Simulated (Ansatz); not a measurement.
# BHLYP/6-31G(d) (spherical functions) run of C4H5NO2 (SMILES O=C1CCC(=O)N1)

What is the vertical ionisation energy of C4H5NO2 at BHLYP/6-31G* (spherical functions)? 

Program for the calculation: Ansatz 0.2.0.

61 further runs of the same task are left out: 61 set aside as unsound or not needed.

**1. The system as given**

C4H5NO2: 12 atoms, total charge 0, spin state singlet. SMILES: `O=C1CCC(=O)N1`. Geometry: relaxed at PBE0-D4/def2-TZVP.

Bond lengths: O1–C2 1.200 Å, C2–C3 1.516 Å, C3–C4 1.525 Å, C4–C5 1.516 Å, C5–O6 1.200 Å, C2–N7 1.381 Å, C5–N7 1.381 Å, C3–H8 1.091 Å, C3–H9 1.091 Å, C4–H10 1.091 Å, C4–H11 1.091 Å, N7–H12 1.009 Å. Some angles: O1–C2–C3 127.8°, O1–C2–N7 125.1°, C3–C2–N7 107.0°, C2–C3–C4 105.4°, C3–C4–C5 105.4°, C4–C5–O6 127.8°, C4–C5–N7 107.0°, O6–C5–N7 125.1°, C2–N7–C5 115.1°, C2–C3–H8 108.4°.

**2. A single-point energy at BHLYP/6-31G(d) (spherical functions)**

File job.yaml:

```yaml
crystal:
  periodic: [false, false, false]
  atoms:
    - symbol: O
      position_ang: [1.639280, -0.871100, 1.691950]
    - symbol: C
      position_ang: [0.885440, -0.408080, 0.880820]
    - symbol: C
      position_ang: [-0.350350, -1.052550, 0.285480]
    - symbol: C
      position_ang: [-0.920300, -0.020680, -0.681700]
    - symbol: C
      position_ang: [0.015400, 1.168760, -0.600110]
    - symbol: O
      position_ang: [-0.058340, 2.206240, -1.199110]
    - symbol: "N"
      position_ang: [1.001240, 0.845500, 0.312040]
    - symbol: H
      position_ang: [-0.054050, -1.986800, -0.194010]
    - symbol: H
      position_ang: [-1.028670, -1.313250, 1.099360]
    - symbol: H
      position_ang: [-0.954610, -0.361510, -1.717620]
    - symbol: H
      position_ang: [-1.925900, 0.314600, -0.423070]
    - symbol: H
      position_ang: [1.750860, 1.478890, 0.545970]
basis:
  gaussian:
    orbitals: 6-31G_st_-spherical.json
magnetization:
  spin_polarized: false
  initial_magnetization: 0
hamiltonian:
  xc: {name: BHLYP}
accuracy: high
output: {orbitals: {seedname: orbitals}}
```

The basis set 6-31G* is read from a file made from the Basis Set Exchange's data (not shown).

Started as:

```
$ ansatz run job.yaml --threads 1 --pin off --max-ram 3480MiB --events-out events.jsonl --progress --plain --runs-dir runs
```

Standard output:

```text
Warning: RAYON_NUM_THREADS=1 ignored (pool sized by the plan → 1); use --threads N
Functional definition: BHLYP
  name "BHLYP"
  parameter a = 0.5
  exchange = (1 - a)*b88_x + a*exact_x
  correlation = lyp_c
2634 factors; integrals over basis functions are off by at most 3.5e-9 eV
mean field evaluation 1: about -9802.0800 eV, gradient 5.9e1 eV
mean field evaluation 2: about -9799.5393 eV, gradient 7.4e1 eV
mean field evaluation 4: about -9808.6032 eV, gradient 2.8e0 eV
mean field evaluation 8: about -9808.6989 eV, gradient 2.2e-1 eV
mean field evaluation 16: about -9808.6991 eV, gradient 1.2e-4 eV
mean field -9808.69907555 eV, -360.4630424515 hartree, gradient 7.4e-8 eV, S^2 0.000000; 0 other end points of the search recorded, 0 dependent functions left out
reference -9808.69909755 eV, -360.4630432599 hartree; 26, 26 occupied and 82, 82 virtual orbitals, 2634 factors
Total energy: -9808.69909755 eV, -360.4630432599 hartree
```

Run time: 12 s. Hardware: 1 thread of Arm Neoverse V2, shared host; peak memory 0.44 GiB.

**3. The doublet cation at the same level**

File job.yaml:

```yaml
crystal:
  periodic: [false, false, false]
  atoms:
    - {symbol: O, position_ang: [1.639280, -0.871100, 1.691950]}
    - {symbol: C, position_ang: [0.885440, -0.408080, 0.880820]}
    - {symbol: C, position_ang: [-0.350350, -1.052550, 0.285480]}
    - {symbol: C, position_ang: [-0.920300, -0.020680, -0.681700]}
    - {symbol: C, position_ang: [0.015400, 1.168760, -0.600110]}
    - {symbol: O, position_ang: [-0.058340, 2.206240, -1.199110]}
    - {symbol: N, position_ang: [1.001240, 0.845500, 0.312040]}
    - {symbol: H, position_ang: [-0.054050, -1.986800, -0.194010]}
    - {symbol: H, position_ang: [-1.028670, -1.313250, 1.099360]}
    - {symbol: H, position_ang: [-0.954610, -0.361510, -1.717620]}
    - {symbol: H, position_ang: [-1.925900, 0.314600, -0.423070]}
    - {symbol: H, position_ang: [1.750860, 1.478890, 0.545970]}
basis:
  gaussian: {orbitals: 6-31G_st_-spherical.json}
total_charge: 1
magnetization: {spin_polarized: true, initial_magnetization: 1}
hamiltonian: {xc: {name: BHLYP}}
accuracy: high
output: {orbitals: {seedname: orbitals}}
```

The basis set 6-31G* is read from a file made from the Basis Set Exchange's data (not shown).

Started as:

```
$ ansatz run job.yaml --threads 1 --pin off --max-ram 3480MiB --events-out events.jsonl --progress --plain --runs-dir runs
```

Standard output:

```text
Warning: RAYON_NUM_THREADS=1 ignored (pool sized by the plan → 1); use --threads N
[... 5 set-up lines as earlier in the session ...]
2634 factors; integrals over basis functions are off by at most 3.5e-9 eV
mean field evaluation 1: about -9791.8826 eV, gradient 4.1e1 eV
mean field evaluation 2: about -9792.0023 eV, gradient 4.4e1 eV
mean field evaluation 4: about -9798.5016 eV, gradient 2.7e0 eV
mean field evaluation 8: about -9798.6212 eV, gradient 6.0e-1 eV
mean field evaluation 16: about -9798.6233 eV, gradient 1.3e-2 eV
mean field evaluation 32: about -9798.6630 eV, gradient 2.5e0 eV
mean field -9798.71263602 eV, -360.0960475677 hartree, gradient 1.6e-8 eV, S^2 0.760324; 4 other end points of the search recorded, 0 dependent functions left out
reference -9798.71265841 eV, -360.0960483907 hartree; 26, 25 occupied and 82, 83 virtual orbitals, 2634 factors
Total energy: -9798.71265841 eV, -360.0960483907 hartree
```

Run time: 49 s. Hardware: 1 thread of Arm Neoverse V2, shared host; peak memory 0.61 GiB.

**4. Results**

At BHLYP/6-31G* (spherical functions):

```
                                          quantity          value
                     singlet C4H5NO2: total energy  -360.46304 Eh
                      singlet C4H5NO2: HOMO energy       -9.01 eV
                      singlet C4H5NO2: LUMO energy        0.96 eV
                    singlet C4H5NO2: HOMO–LUMO gap        9.97 eV
                      doublet cation: total energy  -360.09605 Eh
doublet cation: HOMO energy (highest over α and β)      -14.66 eV
 doublet cation: LUMO energy (lowest over α and β)      -10.79 eV
                              doublet cation: ⟨S²⟩          0.760
vertical ionisation energy (to the doublet cation)       9.986 eV
```

What this shows: Removing an electron at fixed nuclei costs 9.99 eV (230 kcal/mol). The negative HOMO energy of the first species, 9.01 eV, lies 0.97 eV below that difference.
